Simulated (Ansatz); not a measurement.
**SeS2 (singlet): wave-function methods side by side at a displaced geometry (v2), cc-pVDZ**

An exercise on one series of results from a longer session: the logs are not shown, and one member is left open.

Computed with Ansatz 0.2.0, Gaussian basis. Level: cc-pVDZ, core rule «outside noble gas», up to 24 orbitals frozen.

The runs, in order: UHF; CCSD(T) on RHF; CCSD(T) on UHF; BCCD(T) on RHF; CISD; CCSDT(Q) on RHF; CCSDT(Q) on UHF; CASSCF and MRCISD+Q, 12 electrons in 9 orbitals; CASSCF and NEVPT2, 12 electrons in 9 orbitals.

14 further runs of the same task are left out: 6 that didn't finish, 8 set aside as unsound or not needed. Runs told in other sessions of the task aren't counted.

**The system**

The geometry is a PBE0/def2-TZVP stationary point (not a proven minimum) with its atoms shifted at random (size 0.100 Å). No spin-orbit coupling is included. The filled d shell of Se may be among the frozen orbitals whatever the setting's name suggests.

3 atoms, charge 0, spin multiplicity 1.

Atoms are counted from 1 here; the program's logs count them from 0.

Bond lengths: Se1–S2 2.045 Å, Se1–S3 2.036 Å. Angles: S2–Se1–S3 115.2°.

The first run:

Input file in.yaml:

```yaml
crystal:
  periodic: [false, false, false]
  atoms:
    - {symbol: Se, position_ang: [0.056723, -0.486586, -0.003363]}
    - {symbol: S, position_ang: [-0.108151, 0.615320, -1.718305]}
    - {symbol: S, position_ang: [-0.031530, 0.582896, 1.726587]}
basis:
  gaussian: {orbitals: cc-pVDZ}
magnetization: {spin_polarized: true, initial_magnetization: 0}
hamiltonian: {xc: hf}
output: {orbitals: {seedname: orbitals}}
```

Run with:

```bash
$ ansatz run in.yaml --threads 1 --pin off --events-out ev --progress --plain --max-ram 2393MiB
```

Steps of the session up to this table: UHF; CCSD(T) on RHF; CCSD(T) on UHF; BCCD(T) on RHF; CISD; CCSDT(Q) on RHF; CCSDT(Q) on UHF; CASSCF and MRCISD+Q, 12 electrons in 9 orbitals; CASSCF and NEVPT2, 12 electrons in 9 orbitals.

One table of the session follows, with a row left open; its other results are not shown here.

```
          method  from RCCSDT(Q) (meV)
             RHF              +11970.0
             UHF              +11204.1
            RMP2               +1253.7
            UMP2               +2002.6
            CISD               +2280.1
           RCCSD                +738.0
           UCCSD                +766.0
        RCCSD(T)                +117.8
        UCCSD(T)                +266.9
         BCCD(T)                     ?
          RCCSDT                 +87.2
          UCCSDT                 +99.3
       RCCSDT(Q)                     0
       UCCSDT(Q)                 -19.9
  CASSCF valence               +9297.1
  NEVPT2 valence               +1405.3
  MRCISD valence               +1210.3
MRCISD+Q valence                +140.3
```

**Question.** Estimate the row for BCCD(T).

The run gave: from RCCSDT(Q) (meV): +110.6. In the column «from RCCSDT(Q) (meV)» it lies between UCCSDT (+99.3) and RCCSD(T) (+117.8).

Limits of these values: The determinant of HF (⟨S²⟩ 0.85) is far from a pure spin state, so its energy mixes those of several spin states; that is harmless only where they are near-degenerate. The determinant of CCSD(T) (⟨S²⟩ 0.85) is far from a pure spin state, so its energy mixes those of several spin states; high orders of coupled cluster remove much of that, low ones don't. The determinant of CCSDT(Q) (⟨S²⟩ 0.85) is far from a pure spin state, so its energy mixes those of several spin states; high orders of coupled cluster remove much of that, low ones don't. Warnings: restricted reference is unstable; spin contamination; large T1 diagnostic. Restricted and unrestricted rows rest on different reference determinants; a gap between their highest levels can come from leftover correlation error, from unlike frozen cores or from another state.
